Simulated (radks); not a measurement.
# Ionisation of Ru³⁶⁺: one atom, several choices of relativity

One table from this session's results is given with a row withheld; the runs are named, their logs left out.

Method: Kohn-Sham, PBE, spin-unpolarised, spherical densities. Code: radks (a radial shooting solver on a logarithmic mesh, Libxc functionals) version 1.

## What is computed

* element: ruthenium (Z = 44)
* charge: +36
* electrons: 8
* configuration: [He] 2s2 2p4
* ion: Ru³⁷⁺, [He] 2s2 2p3
* choices: non-relativistic; scalar-relativistic; Dirac, 2j+1 shares; Dirac, low j first; scalar-relativistic, finite nucleus; Dirac, 2j+1 shares, finite nucleus; Dirac, c × 1.5; Dirac, c × 3; Dirac, c × 0.75

Set-up of the first run:

Input:

```text
Z 44
configuration [He] 2s2 2p4 3s0 3p0
relativity non-relativistic
functional pbe,pbe
spin unpolarised
nucleus point
```

Steps of the session up to this table: non-relativistic: Ru³⁶⁺.

One table of the session follows, with a row left open; its other results are not shown here.

Sizes of the orbitals, from the radial functions (bohr):

| level | <r> | outermost maximum (interpolated) | 90 % within | nodes |
| --- | --- | --- | --- | --- |
| 1s | ? | ? | ? | ? |
| 2s | 0.1454 | 0.125 | 0.222 | 1 |
| 2p | 0.1236 | 0.0977 | 0.199 | 0 |
| 3s | 0.3407 | 0.326 | 0.492 | 2 |
| 3p | 0.3226 | 0.306 | 0.475 | 1 |

**Question.** Estimate the row for 1s.

The run gave: <r>: 0.03456; outermost maximum (interpolated): 0.0229; 90 % within: 0.0614; nodes: 0. In the column «<r>» it is the lowest.

To keep in mind: Runs with a scaled speed of light are not ranked. Spin polarisation and multiplet splitting of open shells are left out at every level.
